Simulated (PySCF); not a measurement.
**[Ir3]+: forces at shaken geometries**

Aim: move all atoms of relaxed [Ir3]+ at random and read energies and forces. The structure is generated, not taken from experiment.

Computed with PySCF 2.14.0. Level: PBE, Ir def2-SVP with ECP60; scalar-relativistic core potentials, no spin–orbit coupling.

2 further runs of the same task are left out: 2 for a known fault of the program.

## 1. Starting geometry

3 atoms, charge 1, spin multiplicity 3.

Bond lengths: Ir1–Ir2 2.375 Å, Ir1–Ir3 2.375 Å, Ir2–Ir3 2.375 Å. Angles: Ir2–Ir1–Ir3 60.0°, Ir1–Ir2–Ir3 60.0°, Ir1–Ir3–Ir2 60.0°.

Coordinates:

```xyz
3
Ir3
Ir    1.3710    0.0000    0.0000
Ir   -0.6855    1.1873    0.0000
Ir   -0.6855   -1.1873    0.0000
```

An earlier session relaxed this geometry at PBE, Ir def2-SVP with ECP60 (triplet, point group D3h).

Its energy there is -312.824356 Eh.

## 2. Atoms moved at random, σ = 0.15 Å

run.py (the lines that set the calculation) reads:

```python
mol = gto.M(atom='''
Ir     1.26444    -0.00776     0.05669
Ir    -0.72646     1.17417     0.22169
Ir    -0.53797    -1.16640    -0.27838''',
    basis={'Ir': 'def2-SVP'},
    ecp={'Ir': 'def2-SVP'},
    charge=1, spin=2)
mf = dft.UKS(mol, xc='PBE')
mf.grids.atom_grid = (50, 194)
mf = mf.density_fit()  # fitting sets: Ir def2-universal-JKFIT
mf.conv_tol = 1e-08; mf.max_cycle = 55
mf.kernel(dm0)  # dm0: the density of the relaxed state
```

On the command line:

```bash
$ OMP_NUM_THREADS=2 python run.py
```

## 3. Atoms moved at random, σ = 0.15 Å

run.py (the lines that set the calculation): that of step 2 with these lines changed.

```diff
@@ -1,5 +1,5 @@
 mol = gto.M(atom='''
-Ir     1.26444    -0.00776     0.05669
-Ir    -0.72646     1.17417     0.22169
-Ir    -0.53797    -1.16640    -0.27838''',
+Ir     1.30689     0.13035     0.06292
+Ir    -0.65401     1.14945    -0.02692
+Ir    -0.65288    -1.27979    -0.03600''',
     basis={'Ir': 'def2-SVP'},
```

## 4. Atoms moved at random, σ = 0.15 Å

run.py (the lines that set the calculation): that of step 3 with these lines changed.

```diff
@@ -1,5 +1,5 @@
 mol = gto.M(atom='''
-Ir     1.30689     0.13035     0.06292
-Ir    -0.65401     1.14945    -0.02692
-Ir    -0.65288    -1.27979    -0.03600''',
+Ir     1.30472     0.15086    -0.14353
+Ir    -0.70282     1.20912     0.00931
+Ir    -0.60190    -1.35998     0.13422''',
     basis={'Ir': 'def2-SVP'},
```

**Question.** What will these runs give? Wanted: for each run, σ; energy rise; harmonic estimate −½ F·u; largest force component.

The runs gave:

| σ (Å) | energy rise (eV) | harmonic estimate −½ F·u (eV) | largest force component (eV/Å) |
| --- | --- | --- | --- |
| 0.15 | 0.364 | 0.442 | 5.38 |
| 0.15 | 0.139 | 0.277 | 3.01 |
| 0.15 | 0.130 | 0.248 | 1.85 |

Every displacement raises the energy. For a harmonic well the rise equals −½ F·u; the two differ by at most 99 % here (a move with σ = 0.15 Å), from anharmonicity, the grid and the small forces left at the relaxed point. These are double-zeta-type bases without diffuse functions. Spin–orbit coupling is left out for this open shell, where it can reorder the states. Open shells may have lower solutions than the one found. Another spin state tried at this geometry lies lower.
